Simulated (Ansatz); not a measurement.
# Ru (Ruthenium): the cost of one run

Method: DFT PBEsol, scalar-relativistic, plane waves, PAW, in Ansatz 0.2.0.

1 further run of the same task is left out (set aside as unsound or not needed).

## 1. The structure to begin with

Symmetry: P6_3/mmc, No. 194, hexagonal system. Conventional cell: a = 2.690 Å, b = 2.690 Å, c = 4.252 Å, α = 90.00°, β = 90.00°, γ = 120.00°. Around Ru (site symmetry -6m2) lie 12 Ru at 2.63 to 2.69 Å.

As a file:

```
CELL_PARAMETERS angstrom
2.68952 0.00000 0.00000
-1.34476 2.32920 0.00000
0.00000 0.00000 4.25192
ATOMIC_POSITIONS crystal
Ru 0.33333 0.66667 0.25000
Ru 0.66667 0.33333 0.75000
```

This cell was relaxed beforehand with the same method: volume 13.32 Å³/atom, gap on the mesh none (metal).

## 2. Bulk reference on the slab's mesh

The input, input.yaml:

```yaml
crystal:
  lattice:
    - [2.6895240366, 0.0, 0.0]
    - [0.0, 4.2519208173, 0.0]
    - [1.3447620183, 0.0, 2.3291961398]
  atoms:
    - { symbol: Ru, position: [0.3333333333, 0.75, 0.3333333333] }
    - { symbol: Ru, position: [0.6666666667, 0.25, 0.6666666667] }
basis:
  ecutwfc: 420
kpoints:
  mp_grid: { grid: [13, 8, 15] }
hamiltonian:
  xc: pbesol
scf:
  occupations: { method: gaussian, width: 0.1 }
output:
  forces: true
  stress: true
  eigenvalues: true
```

The run is started by

```sh
$ ansatz run input.yaml --threads 2 --pin off --max-ram 5120MiB --backend cpu --events-out ev --progress --plain --runs-dir out
```

**Question.** How long does this run take on 2 threads of Arm Neoverse V2, shared host, and how much memory does it need?

About 4.5 s, with a peak of 0.46 GiB.
